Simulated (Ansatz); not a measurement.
**Self-consistent run of Ni**

Aim: a converged single point of Ni at the given geometry. The cell (1 atom) is Ni in its deposited structure (space group Fm-3m). Source: COD entry 1534892, which need not be the ambient phase.

Method: DFT PBE, PAW, plane waves, scalar-relativistic, in Ansatz 0.2.0.

### Step 1. The starting structure

The structure is cubic, space group Fm-3m (No. 225). Conventional cell: a = 3.450 Å, b = 3.450 Å, c = 3.450 Å, α = 90.00°, β = 90.00°, γ = 90.00°. Ni (site symmetry m-3m) has 12 Ni at 2.44 Å as nearest neighbours.

As a file:

```
CELL_PARAMETERS angstrom
0.00000 1.72500 1.72500
1.72500 0.00000 1.72500
1.72500 1.72500 0.00000
ATOMIC_POSITIONS crystal
Ni 0.00000 0.00000 0.00000
```

Atoms are counted from 1 in the order of input.yaml (Ni1 and so on).

The search for lower states is off throughout, and inputs that name a mixer don't switch to direct minimisation unless they say so. Spin is collinear, with starting moments Ni1 2.00 μB. β is the mixing step of the charge; the magnetisation has a step of its own, which the program sets unless it is named.

### Step 2. Running it

input.yaml reads:

```yaml
crystal:
  lattice:
    - [0.0, 1.725, 1.725]
    - [1.725, 0.0, 1.725]
    - [1.725, 1.725, 0.0]
  atoms:
    - { symbol: Ni, position: [0.0, 0.0, 0.0], spin: 2.0 }
magnetization:
  spin_polarized: true
hamiltonian:
  xc: pbe
  pseudopotentials: { kind: paw }
basis:
  ecutwfc: 420
kpoints:
  mp_grid: { grid: [15, 15, 15] }
scf:
  occupations: { method: fixed }
  lower_state_search: "off"
  max_iter: 50
output:
  forces: true
  stress: true
```

Started as:

```
$ ansatz run input.yaml --threads 2 --pin off --max-ram 5120MiB --backend cpu --events-out ev --progress --plain --runs-dir out
```

Standard output:

```text
Error: inconsistent input (scf.occupations.method, magnetization): a σ = 0 step fill (method: fixed, or a smearing width below the step floor) with no hard lock on the total moment puts the same N_el/2 bands in each spin channel, which gives a total moment of zero, but the starting moments sum to +2.0000 μB; make the starting moments (crystal.atoms[].spin / magnetization.per_species / magnetization.initial_magnetization) sum to zero, or set magnetization.spin_locking.lock_magnetization: hard with an even integer magnetization.initial_magnetization, or use a smearing method with a finite width, such as fermi_dirac
```

Run time: 0.04 s. Hardware: 2 threads of Arm Neoverse V2, shared host; peak memory 0.1 GiB.

### Step 3. Reading the log

No iteration ran: the input was refused. Its message: inconsistent input (scf.occupations.method, magnetization): a σ = 0 step fill (method: fixed, or a smearing width below the step floor) with no hard lock on the total moment puts the same N_el/2 bands in each spin channel, which gives a total moment of zero, but the starting moments sum to +2.0000 μB; [...]

Each of these is now tried alone: Fermi–Dirac smearing of 0.1 eV; back to the default settings.

### Step 4. Fermi–Dirac smearing of 0.1 eV

Edit input.yaml of step 2 so:

```diff
@@ -17,3 +17,3 @@
 scf:
-  occupations: { method: fixed }
+  occupations: { method: fermi_dirac, width: 0.1 }
   lower_state_search: "off"
```

Started as:

```
$ ansatz run input.yaml --threads 2 --pin off --max-ram 5120MiB --backend cpu --events-out ev --progress --plain --runs-dir out
```

Standard output:

```text
Engine: ansatz 0.2.0, aarch64-unknown-linux-gnu
Pseudopotentials: kind: paw
Pseudopotential: Ni, paw, valence charge 18, recommended cutoff 420 eV (normal), Ni.paw.azcp
Functional definition: PBE
  parameter kappa = 0.804
  parameter beta = 0.06672455060314922
  exchange = pbe_x(kappa = kappa, mu = beta*pi^2/3)
  correlation = pbe_c(beta = beta)
Crystal: 1 atoms, lattice volume = 10.266 Å³
Basis set: ecut = 420 eV, 181 PW (Γ), exchange–correlation on 36×36×36 points (8 copies of the dense FFT grid, shifted against one another)
Bands: 14, of which v1, the nominal top of the filled ones, is band 9 counted from 1 (8 counted from 0)
Symmetry: 48 space group operations
Space group: Fm-3m (ITA 225), of the structure as read, at distance tolerance 2.2e-5 Å
Magnetic group: BNS 225.116 (UNI 1618), of the structure as read, at distance tolerance 2.2e-5 Å
k-points: 120 of 3375
Non-local potential: Ni, projectors of the file, l = 0: 3, l = 1: 2, l = 2: 3, l = 3: 1
PAW form: soft (Blöchl's): semilocal exchange-correlation on the pseudo side does not see the compensation charge
PAW one-centre angular grid: Ni, 590 points (default); XC on 64 Gauss nodes
Initial density: superposition of atomic densities (chi_scale 0.1, normalization cell)
Starting moments: Σ|m| = 2 μB on 1 of 1 site
Initial wavefunctions: pseudopotential atomic-orbital guess
Functional: x = pbe(κ = 0.804, μ = 0.2195149727645171), c = pbe(β = 0.06672455060314922)
iter 1 solved again at ethr=4.00e-5 eV; its pass at ethr=3.10e-3 eV (dr2=7.20e-3 eV) is discarded
SCF iter   1: F=—  HF=-5839.437888 eV  |F-HF|=—  |Δ(HF+E_count)|=         —  Δρ=1.27e-1 (↑1.27e-1 ↓1.27e-1)  dr2=7.30e-3  dr2_m=1.51e0  M=0.927 μB ∫|m|=1.027 μB  β_m=0.30  ethr=4.00e-5  ⟨swp⟩=1.0  Hψ=23130  notcnv=0
Mixer restart at iter 1: flushing history
preconditioner: auto → none  [metal: Δε(μ)=0.014 eV  Ē_g=17.484 eV  σ=0.100 eV  W_gap=0.04  n_scr=0 (ndim 8)  ℏωp=36.6 eV  f_vac=0.000  D(μ)=1.31/eV (n_scr^D=14)]
spin-set hold released at iteration 1 (the charge has settled, or the pull on large starting moments outlasts its swing): the magnetisation degrees of freedom join the quasi-Newton model from the next iteration; the mixer history was flushed
SCF iter   2: F=—  HF=-5839.548393 eV  |F-HF|=—  |Δ(HF+E_count)|=   1.11e-1  Δρ=1.06e-1 (↑9.29e-2 ↓1.06e-1)  dr2=1.03e-2  dr2_m=9.27e-1  M=0.862 μB ∫|m|=0.966 μB  β_m=0.61  ethr=4.00e-5  ⟨swp⟩=1.8  Hψ=4783  notcnv=0
SCF iter   3: F=—  HF=-5839.873821 eV  |F-HF|=—  |Δ(HF+E_count)|=   3.25e-1  Δρ=6.30e-2 (↑6.30e-2 ↓4.92e-2)  dr2=6.78e-1  dr2_m=4.59e-3  M=0.690 μB ∫|m|=0.794 μB  β_m=0.44  ethr=4.00e-5  ⟨swp⟩=3.6  Hψ=9013  notcnv=0
SCF iter   4: F=—  HF=-5839.721050 eV  |F-HF|=—  |Δ(HF+E_count)|=   1.53e-1  Δρ=6.38e-3 (↑4.44e-3 ↓6.38e-3)  dr2=1.06e-3  dr2_m=2.45e-3  M=0.630 μB ∫|m|=0.737 μB  β_m=0.69  ethr=4.00e-5  ⟨swp⟩=2.2  Hψ=8562  notcnv=0  defer=57
SCF iter   5: F=—  HF=-5839.721937 eV  |F-HF|=—  |Δ(HF+E_count)|=   8.88e-4  Δρ=2.08e-3 (↑1.99e-3 ↓2.08e-3)  dr2=2.46e-5  dr2_m=3.67e-4  M=0.627 μB ∫|m|=0.720 μB  β_m=0.85  ethr=5.88e-6  ⟨swp⟩=2.2  Hψ=5144  notcnv=0  defer=57
SCF iter   6: F=—  HF=-5839.722517 eV  |F-HF|=—  |Δ(HF+E_count)|=   5.79e-4  Δρ=1.49e-3 (↑1.49e-3 ↓8.46e-4)  dr2=2.80e-4  dr2_m=1.66e-5  M=0.628 μB ∫|m|=0.711 μB  β_m=0.92  ethr=1.36e-7  ⟨swp⟩=2.0  Hψ=5577  notcnv=0  defer=57
SCF iter   7: F=—  HF=-5839.722485 eV  |F-HF|=—  |Δ(HF+E_count)|=   3.13e-5  Δρ=1.92e-4 (↑4.30e-5 ↓1.92e-4)  dr2=1.22e-6  dr2_m=1.28e-6  M=0.626 μB ∫|m|=0.707 μB  β_m=0.96  ethr=1.36e-7  ⟨swp⟩=2.0  Hψ=5568  notcnv=0  defer=57
iter 8 did not close the SCF: its close was put off for a magnetic moment that had not settled (scf_convergence_deferred on its scf_iter line)
SCF iter   8: F=-5839.722486 eV  HF=-5839.722486 eV  |F-HF|=4.65e-9  |Δ(HF+E_count)|=   4.15e-7  Δρ=1.77e-5 (↑3.37e-6 ↓1.77e-5)  dr2=1.44e-8  dr2_m=7.29e-9  M=0.626 μB ∫|m|=0.706 μB  β_m=0.98  ethr=5.56e-10  ⟨swp⟩=3.0  Hψ=12365  notcnv=0
SCF iter   9: F=-5839.722486 eV  HF=-5839.722486 eV  |F-HF|=3.37e-11  |Δ(HF+E_count)|=   6.32e-9  Δρ=3.65e-6 (↑1.80e-6 ↓3.65e-6)  dr2=2.16e-10  dr2_m=6.97e-10  M=0.626 μB ∫|m|=0.706 μB  ethr=7.99e-11  ⟨swp⟩=2.0  Hψ=10249  notcnv=0
SCF 1 converged in 9 iterations: F = -5839.722486 eV  dr2 = 2.16e-10
SCF converged after 9 iterations
Magnetization: 0.6261 μB (9.3130 up, 8.6870 down)
Absolute magnetization: 0.7072 μB (∫|ρ↑−ρ↓|, with the PAW one-centre terms)
Spin contamination: 0.0059 ħ² per cell (⟨S²⟩ above its minimum at these occupations)
Per-site moments (μB) at R_I (Å): [(0.6611568852640818, 1.0063013379761054)]
Free energy (F): -5839.722486 eV
Harris-Foulkes:  -5839.722486 eV  (|F-HF|=3.37e-11)
Internal energy: -5839.672775 eV  (E = F + TS)
E sigma→0 (E₀):  -5839.697631 eV
Entropy (-TS):   -0.049711 eV (-49.711 meV/atom)
Fermi energy:    19.540453 eV
--- Per-component energies (eV) ---
  E_band       = -262.043749
  E_kinetic    = 283.316640
  E_local      = -3340.609843  (includes V_loc(G=0)·N_el)
  E_nonlocal   = 635.008888
  E_hartree    = 1397.176582
  E_xc         = -85.413457
  E_vxc        = -110.183963  (∫ρ·V_xc dr)
  E_paw        = -1629.064244  (= ΣΔE_a)
  E_vpaw       = -523.930201  (= ΣTr[D̂ρ^β])
  E_aug_tail   = 0.000463  (compensation charges beyond the density's cutoff)
  E_ewald      = -3100.087805
  E_smearing   = -0.049711  (= −TS)
  E_closure    = -0.000000  (closes the sum)
  Σ components = -5839.722486   (vs F -5839.722486, Δ=0.00e0)
--- Forces (eV/Å), atoms counted from 1 ---
  atom   1  Ni    -0.00000000     0.00000000     0.00000000
  max |Σ_I F_I| component: 1.40e-31 eV/Å
--- Stress (GPa, compression-positive) ---
       14.009601      -0.000000      -0.000000
       -0.000000      14.009601       0.000000
        0.000000      -0.000000      14.009601
  P = ⅓ Tr σ = 14.0096 GPa (140.096 kbar)
```

Run time: 1.4 s. Hardware: 2 threads of Arm Neoverse V2, shared host; peak memory 0.36 GiB.

This works: 9 iterations, ferromagnetic, site moments Ni1 0.66 μB, total 0.63 μB per cell, no gap on the k-mesh.

### Step 5. Back to the default settings

Edit input.yaml of step 2 so:

```diff
@@ -17,5 +17,4 @@
 scf:
-  occupations: { method: fixed }
+  occupations: { method: fermi_dirac, width: 0.05 }
   lower_state_search: "off"
-  max_iter: 50
 output:
```

Started as:

```
$ ansatz run input.yaml --threads 2 --pin off --max-ram 5120MiB --backend cpu --events-out ev --progress --plain --runs-dir out
```

Its history (converged in 9 iterations):

| iteration | Harris–Foulkes energy + 5840 (eV) | largest residual (eV) | M (μB) | ∫|m| (μB) |
| --- | --- | --- | --- | --- |
| 1 | 0.5783 | 1.48e+00 | 0.93 | 1.03 |
| 2 | 0.4695 | 9.02e-01 | 0.87 | 0.98 |
| 3 | 0.1338 | 7.22e-01 | 0.69 | 0.80 |
| 4 | 0.2975 | 2.51e-03 | 0.65 | 0.76 |
| 5 | 0.2968 | 2.69e-04 | 0.64 | 0.74 |
| 6 | 0.2963 | 2.55e-04 | 0.65 | 0.73 |
| 7 | 0.2964 | 2.89e-06 | 0.65 | 0.73 |
| 8 | 0.2964 | 6.13e-08 | 0.65 | 0.73 |
| 9 | 0.2964 | 2.12e-10 | 0.65 | 0.73 |

It took 1.4 s on 2 threads of Arm Neoverse V2, shared host; peak memory 0.36 GiB.

The run closes after 9 iterations, ferromagnetic, site moments Ni1 0.68 μB, total 0.65 μB per cell, no gap on the k-mesh. Against step 4: free energy shifted by +18.9 meV/atom, zero-width estimate shifted by +0.5 meV/atom, pressure 13.8 GPa against 14.0.

### Step 6. All tries on one scale

Decimal logarithm of the largest residual (eV) by iteration, counted through all cycles of a run:

| iteration | step 4 | step 5 |
| --- | --- | --- |
| 1 | 0.2 | 0.2 |
| 2 | 0.0 | 0.0 |
| 3 | -0.2 | -0.1 |
| 4 | -2.6 | -2.6 |
| 5 | -3.4 | -3.6 |
| 6 | -3.6 | -3.6 |
| 7 | -5.9 | -5.5 |
| 8 | -7.8 | -7.2 |
| 9 | -9.2 | -9.7 |

### Step 7. Results

| quantity | value |
| --- | --- |
| first try | input refused |
| step 4: Fermi–Dirac smearing of 0.1 eV | converged in 9 iterations |
| step 5: the default settings | converged in 9 iterations |
| state reached in step 5 | ferromagnetic, site moments Ni1 0.68 μB, total 0.65 μB per cell, no gap on the k-mesh |
| largest force there | 0.000 eV/Å |

What this shows: The run converges under 2 of the 2 changes tried; with “the default settings” it takes 9 iterations. After “Fermi–Dirac smearing of 0.1 eV” the occupations, cutoff or mesh differ from the default run's, and the free energy lies 18.9 meV/atom lower.
